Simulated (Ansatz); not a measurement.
# TiOs: response to strain

TiOs is deformed so: zz strain of +2 %. What stress and forces result, by LAPW, PAW and all-electron datasets made for the crystal?

Program: Ansatz 0.2.0. Level of theory: DFT PBEsol, scalar-relativistic. These are calculated values, not measurements.

### Step 1. The system as given

Symmetry: Pm-3m, No. 221, cubic system. Conventional cell: a = 3.080 Å, b = 3.080 Å, c = 3.080 Å, α = 90.00°, β = 90.00°, γ = 90.00°. Around Ti (site symmetry m-3m) lie 8 Os at 2.67 Å. Os (site symmetry m-3m) has 8 Ti at 2.67 Å as nearest neighbours.

Structure file:

```
Ti Os
1.0
     3.08000    0.00000    0.00000
     0.00000    3.08000    0.00000
     0.00000    0.00000    3.08000
Ti Os
1 1
Direct
  0.50000 0.50000 0.50000
  0.00000 0.00000 0.00000
```

Atoms are numbered in the order of the input: Ti1, Os2.

### Step 2. The deformed structure

Space group Pm-3m before, P4/mmm after.

### Step 3. All-electron LAPW

input.yaml reads:

```yaml
crystal:
  lattice:
    - [3.08, 0.0, 0.0]
    - [0.0, 3.08, 0.0]
    - [0.0, 0.0, 3.1416]
  atoms:
    - { symbol: Ti, position: [0.5, 0.5, 0.5] }
    - { symbol: Os, position: [0.0, 0.0, 0.0] }
kpoints:
  mp_grid: { grid: [13, 13, 13] }
  band_path:
    path:
      - [0.0, 0.0, 0.0]
      - [0.0, 0.5, 0.0]
      - [0.5, 0.5, 0.0]
      - [0.0, 0.0, 0.0]
      - [0.0, 0.0, 0.5]
      - [0.0, 0.5, 0.5]
      - [0.5, 0.5, 0.5]
      - [0.0, 0.0, 0.5]
      - [0.0, 0.5, 0.0]
    npoints: 5
scf:
  occupations: { method: fermi_dirac, width: 0.03 }
hamiltonian:
  xc: pbesol
  pseudopotentials: { kind: all_electron, lapw: { basis_error: 0.0005 } }
output:
  forces: true
  stress: true
  eigenvalues: true
```

Launch:

```
$ ansatz run input.yaml --threads 1 --pin off --max-ram 3072MiB --backend cpu --events-out ev --progress --plain --runs-dir out
```

### Step 4. PAW on the default files

input.yaml reads:

```yaml
crystal:
  lattice:
    - [3.08, 0.0, 0.0]
    - [0.0, 3.08, 0.0]
    - [0.0, 0.0, 3.1416]
  atoms:
    - { symbol: Ti, position: [0.5, 0.5, 0.5] }
    - { symbol: Os, position: [0.0, 0.0, 0.0] }
kpoints:
  mp_grid: { grid: [13, 13, 13] }
scf:
  occupations: { method: fermi_dirac, width: 0.03 }
hamiltonian:
  xc: pbesol
  pseudopotentials: { kind: paw }
output:
  forces: true
  stress: true
  eigenvalues: true
  efg: { contact_densities: true }
```

### Step 5. Datasets made for this crystal

input.yaml: that of step 4 with these lines changed.

```diff
@@ -14,3 +14,3 @@
   xc: pbesol
-  pseudopotentials: { kind: paw }
+  pseudopotentials: { kind: all_electron, datasets: crystal }
 output:
```

(Steps that only read results are left out.)

What does the calculation give? Wanted: pressure; largest shear or deviatoric stress.

**Answer**, as computed:

| quantity | value |
| --- | --- |
| pressure | LAPW -9.23, PAW -9.23, crystal datasets -9.23 GPa |
| largest shear or deviatoric stress (LAPW) | 4.10 GPa |

In words: The largest part of the stress beyond the pressure is 4.10 GPa in size, in the zz component; the atoms are carried along and not relaxed. No run of the undeformed cell stands beside it, so the pressure holds what the given cell had before the change. PAW: stress within 0.01 GPa of LAPW. Crystal datasets: stress within 0.01 GPa of LAPW. Spin-orbit coupling is left out, though the cell holds Os; in elements this heavy it can shift bands and gaps by tenths of an eV.
